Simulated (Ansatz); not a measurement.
# Re2W: the cost of one run

Program: Ansatz 0.2.0. Level of theory: DFT PBE, scalar-relativistic, plane waves, PAW. These are calculated values, not measurements.

## Step 1: The structure to begin with

Symmetry: P6_3/mmc, No. 194, hexagonal system. The conventional cell has a = 5.135 Å, b = 5.135 Å, c = 8.381 Å, α = 90.00°, β = 90.00°, γ = 120.00°. Re (site symmetry -3m) has 6 Re at 2.60 Å as nearest neighbours. Re (site symmetry mm2) is surrounded by 6 Re at 2.48 to 2.66 Å. W (site symmetry 3m) has 12 Re at 2.99 to 3.02 Å and 4 W at 3.07 to 3.17 Å as nearest neighbours.

Structure file:

```
Re W
1.0
     5.13529    0.00000    0.00000
    -2.56765    4.44729    0.00000
     0.00000    0.00000    8.38144
Re W
8 4
Direct
  0.00000 0.00000 0.00000
  0.00000 0.00000 0.50000
  0.17239 0.34479 0.75000
  0.65521 0.82761 0.75000
  0.17239 0.82761 0.75000
  0.82761 0.65521 0.25000
  0.34479 0.17239 0.25000
  0.82761 0.17239 0.25000
  0.66667 0.33333 0.93335
  0.33333 0.66667 0.06665
  0.33333 0.66667 0.43335
  0.66667 0.33333 0.56665
```

This is candidate A: structure listed in a database for this formula (P6_3/mmc, No. 194).

(A quick probe on a coarse mesh, which set the mesh and smearing, is not shown.)

## Step 3: The relaxation (candidate A)

The input, input.yaml:

```yaml
crystal:
  lattice:
    - [5.135290175, 0.0, 0.0]
    - [-2.5676450875, 4.4472917474, 0.0]
    - [0.0, 0.0, 8.381436]
  atoms:
    - { symbol: Re, position: [0.0, 0.0, 0.0] }
    - { symbol: Re, position: [0.0, 0.0, 0.5] }
    - { symbol: Re, position: [0.172395, 0.34479, 0.75] }
    - { symbol: Re, position: [0.65521, 0.827605, 0.75] }
    - { symbol: Re, position: [0.172395, 0.827605, 0.75] }
    - { symbol: Re, position: [0.827605, 0.65521, 0.25] }
    - { symbol: Re, position: [0.34479, 0.172395, 0.25] }
    - { symbol: Re, position: [0.827605, 0.172395, 0.25] }
    - { symbol: W, position: [0.66666667, 0.33333333, 0.933351] }
    - { symbol: W, position: [0.33333333, 0.66666667, 0.066649] }
    - { symbol: W, position: [0.33333333, 0.66666667, 0.433351] }
    - { symbol: W, position: [0.66666667, 0.33333333, 0.566649] }
basis:
  ecutwfc: 420
kpoints:
  mp_grid: { grid: [12, 12, 6] }
hamiltonian:
  xc: pbe
scf:
  occupations: { method: gaussian, width: 0.1 }
output:
  forces: true
  stress: true
  eigenvalues: true
relax:
  adjacent_minimum: "off"
  f_tol: 0.01
  max_steps: 80
  cell: { stress_tol: 0.05 }
```

The run is started by

```
$ ansatz run input.yaml --threads 1 --pin off --max-ram 2560MiB --backend cpu --events-out ev --progress --plain --runs-dir out
```

Q: Estimate wall time and peak memory on 1 thread of Arm Neoverse V1, shared host.

About 9.1 min, with a peak of 1.2 GiB.
